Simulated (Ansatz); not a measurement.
**CH8BNOSi: one species, many methods**

How much do the methods differ for CH8BNOSi? The plan is to run it at one geometry with functionals of several rungs and with coupled cluster, and see how far each lands from CCSD(T) at the basis-set limit for the atomisation energy.

The runs use Ansatz 0.2.0, Gaussian basis; functionals in def2-TZVPP, the program's frozen cores in correlated methods.

The runs, in order: PBE-D4, r2SCAN-D4, PBE0-D4, B3LYP-D4, ωB97X-V, ωB97M-V, B2PLYP; CCSD(T)/def2-TZVPP; MP2/def2-QZVPP; extrapolation to the limit.

## 1. The relaxed structure

The geometry comes from an earlier relaxation with PBE0-D4 in a triple-zeta def2 set; it is a stationary point, not always the lowest conformer.

13 atoms, charge 0, spin multiplicity 1.

Atoms are counted from 1 here; the program's logs count them from 0.

Bond lengths: B1–Si2 2.007 Å, B1–H6 1.198 Å, B1–H7 1.196 Å, Si2–C3 1.910 Å, Si2–H8 1.492 Å, Si2–H9 1.498 Å, C3–N4 1.430 Å, C3–O5 1.433 Å, C3–H10 1.106 Å, N4–H11 1.011 Å, N4–H12 1.009 Å, O5–H13 0.962 Å. Angles: Si2–B1–H6 123.0°, Si2–B1–H7 120.4°, H6–B1–H7 116.6°, B1–Si2–C3 111.7°, B1–Si2–H8 108.8°, B1–Si2–H9 109.5°, C3–Si2–H8 108.5°, C3–Si2–H9 110.7°, H8–Si2–H9 107.6°, Si2–C3–N4 111.9°, Si2–C3–O5 108.0°, Si2–C3–H10 109.3°, N4–C3–O5 106.8°, N4–C3–H10 112.9°, O5–C3–H10 107.7°, C3–N4–H11 112.9°, C3–N4–H12 113.4°, H11–N4–H12 109.6° and more.

## 2. PBE-D4 (GGA)

in.yaml reads:

```yaml
crystal:
  periodic: [false, false, false]
  atoms:
    - {symbol: B, position_ang: [-0.666529, 2.151610, 0.667101]}
    - {symbol: Si, position_ang: [-0.920039, 0.383257, -0.248452]}
    - {symbol: C, position_ang: [0.555310, -0.790087, 0.058161]}
    - {symbol: N, position_ang: [0.500856, -1.946446, -0.782187]}
    - {symbol: O, position_ang: [1.757005, -0.087530, -0.280346]}
    - {symbol: H, position_ang: [0.320039, 2.428702, 1.288316]}
    - {symbol: H, position_ang: [-1.516511, 2.990850, 0.607873]}
    - {symbol: H, position_ang: [-1.041606, 0.615186, -1.716895]}
    - {symbol: H, position_ang: [-2.199662, -0.241244, 0.217869]}
    - {symbol: H, position_ang: [0.605622, -1.041941, 1.133833]}
    - {symbol: H, position_ang: [1.085508, -2.701897, -0.449962]}
    - {symbol: H, position_ang: [-0.436103, -2.286560, -0.936087]}
    - {symbol: H, position_ang: [1.976510, 0.491301, 0.455478]}
basis:
  gaussian: {orbitals: def2-TZVPP}
hamiltonian: {xc: pbe, dispersion: d4}
output: {forces: true, orbitals: {seedname: orbitals}}
```

Run with:

```bash
$ ansatz run in.yaml --threads 4 --pin off --events-out ev --progress --plain --max-ram 10444MiB
```

The runs that follow: r2SCAN-D4 (meta-GGA); PBE0-D4 (hybrid); B3LYP-D4 (hybrid); ωB97X-V (range-separated); ωB97M-V (range-separated); B2PLYP (double hybrid); CCSD(T) in def2-TZVPP; MP2 in def2-QZVPP.

**Question.** What will the summary of the whole plan be? Wanted: atomisation energy, CCSD(T)/CBS; farthest; mean size of error, hybrid; mean size of error, range-separated; gap, smallest and largest; T1 diagnostic; triples share of the correlation energy.

As calculated:

```
                               quantity                                value
        atomisation energy, CCSD(T)/CBS                      1049.9 kcal/mol
functionals within 5.2 kcal/mol (0.5 %)         r2SCAN-D4, PBE0-D4, B3LYP-D4
                               farthest              PBE-D4 (+19.0 kcal/mol)
             mean size of error, hybrid                         2.2 kcal/mol
    mean size of error, range-separated                         6.3 kcal/mol
              gap, smallest and largest  1.96 eV (PBE-D4), 9.03 eV (ωB97X-V)
                          T1 diagnostic                               0.0121
triples share of the correlation energy                                3.6 %
```

In words: PBE-D4 is off by +19.0 kcal/mol. Double hybrids carry the basis error of their MP2 part in triple zeta, and no dispersion term here, so their miss is partly the set-up's. Misses under about 5.2 kcal/mol are within the doubt on the reference itself, which lacks core-valence correlation, relativity and higher excitations. Hartree-Fock recovers 71 % of the binding; the rest is correlation. The gap grows from 2.0 to 9.0 eV across the functionals, mostly with the share of exact exchange.
